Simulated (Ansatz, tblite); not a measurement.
# B6As6 wurtzite hole sphere (B₆As₆): one state, many levels

The task here is to estimate one member of a computed series from the others.

Method: as each input shows; program: Ansatz 0.2.0, Gaussian basis.

Levels to be run: GFN1-xTB, GFN2-xTB, PBE-D4/def2-TZVP, r2SCAN-D4/def2-TZVP, LDA/def2-TZVP, B97M-V/def2-TZVP, LC-ωPBE/def2-TZVP, PBE-D4/def2-SVP, PBE0-D4/def2-SVP, CCSD(T)/def2-SVP, MP2/def2-TZVP, RPA/def2-TZVP.

## The relaxed structure

The singlet was relaxed beforehand with PBE-D4/def2-SVP.

12 atoms, charge 0, spin multiplicity 1.

Bond lengths: B1–As2 2.016 Å, B1–B5 1.773 Å, B1–As7 2.016 Å, B1–B9 1.773 Å, As2–B4 2.107 Å, As2–B5 2.028 Å, As3–B4 2.335 Å, As3–As6 2.475 Å, As3–B8 2.338 Å, As3–As11 2.476 Å, B4–As6 2.015 Å, B4–B8 1.816 Å, B4–B12 1.869 Å, B5–B9 1.754 Å, B5–As10 2.025 Å, As6–B12 2.175 Å, As7–B8 2.107 Å, As7–B9 2.028 Å and more. Angles: As2–B1–B5 64.4°, As2–B1–As7 171.1°, As2–B1–B9 123.6°, B5–B1–As7 123.6°, B5–B1–B9 59.3°, As7–B1–B9 64.4°, B1–As2–B4 59.1°, B1–As2–B5 52.0°, B4–As2–B5 59.4°, B4–As3–As6 49.4°, B4–As3–B8 45.7°, B4–As3–As11 83.3°, As6–As3–B8 83.3°, As6–As3–As11 86.7°, B8–As3–As11 49.4°, As2–B4–As3 148.9°, As2–B4–As6 122.4°, As2–B4–B8 121.5° and more.

PBE0-D4/def2-TZVP was run before; its log isn't repeated, and its numbers join the tables.

The first run:

Tight binding, by tblite at 300 K electronic temperature and without a spin-polarisation term:

```python
tblite.interface.Calculator('GFN1-xTB', numbers, positions, charge=0, uhf=0).singlepoint()
```

Tight binding, by tblite at 300 K electronic temperature and without a spin-polarisation term:

```python
tblite.interface.Calculator('GFN2-xTB', numbers, positions, charge=0, uhf=0).singlepoint()
```

start.molden holds the orbitals of an earlier run on this state, given as this run's starting guess.

File in.yaml:

```yaml
crystal:
  periodic: [false, false, false]
  atoms:
    - {symbol: B, position_ang: [-0.007928, -1.009687, -1.356890]}
    - {symbol: As, position_ang: [-2.017572, -1.146977, -1.281125]}
    - {symbol: As, position_ang: [0.006189, -1.126485, 2.490260]}
    - {symbol: B, position_ang: [-0.907002, -0.570758, 0.414742]}
    - {symbol: B, position_ang: [-0.881189, 0.532829, -1.311756]}
    - {symbol: As, position_ang: [-1.689314, 0.569800, 1.880425]}
    - {symbol: As, position_ang: [2.001766, -1.155973, -1.298958]}
    - {symbol: B, position_ang: [0.909104, -0.573740, 0.405755]}
    - {symbol: B, position_ang: [0.872743, 0.528994, -1.320778]}
    - {symbol: As, position_ang: [0.000827, 2.341960, -1.092069]}
    - {symbol: As, position_ang: [1.707387, 0.560171, 1.866340]}
    - {symbol: B, position_ang: [0.004999, 1.049856, 0.604065]}
basis:
  gaussian: {orbitals: def2-TZVP, fitting: {mean_field: def2-universal-jkfit}, initial_orbitals: start.molden}
hamiltonian: {xc: pbe, dispersion: d4}
scf: {omitted_lower_state_checks: [starts]}
output: {orbitals: {seedname: orbitals}}
```

The run is started by

```bash
ansatz run in.yaml --threads 2 --pin off --events-out ev --progress --plain --max-ram 32768MiB --backend cuda --devices 0, --max-vram 18GiB
```

Among the steps run: PBE-D4/def2-TZVP; r2SCAN-D4/def2-TZVP; LDA/def2-TZVP; B97M-V/def2-TZVP; LC-ωPBE/def2-TZVP; PBE-D4/def2-SVP; PBE0-D4/def2-SVP; CCSD(T)/def2-SVP; MP2/def2-TZVP; RPA/def2-TZVP.

One table of the session follows, with a row left open; its other results are not shown here.

It belongs to the step «Binding energy». 

| method | binding an atom (eV) |
| --- | --- |
| HF/def2-SVP | 2.104 |
| HF/def2-TZVP | 2.036 |
| LDA/def2-TZVP | 4.791 |
| PBE-D4/def2-SVP | 4.219 |
| PBE-D4/def2-TZVP | 4.156 |
| r2SCAN-D4/def2-TZVP | 3.946 |
| B97M-V/def2-TZVP | 3.965 |
| PBE0-D4/def2-SVP | 4.049 |
| PBE0-D4/def2-TZVP | 3.988 |
| LC-ωPBE/def2-TZVP | 3.748 |
| RPA/def2-TZVP | ? |
| MP2/def2-SVP | 3.754 |
| MP2/def2-TZVP | 3.999 |
| CCSD/def2-SVP | 3.190 |
| CCSD(T)/def2-SVP | 3.386 |

Estimate the missing values for RPA/def2-TZVP.

The run gave: binding an atom (eV): 3.447. In the column «binding an atom (eV)» it lies between CCSD(T)/def2-SVP (3.386) and LC-ωPBE/def2-TZVP (3.748).

To keep in mind: Free atoms were run apart at each level; binding is atoms less cluster, divided by the number of atoms, without zero-point or spin-orbit terms.
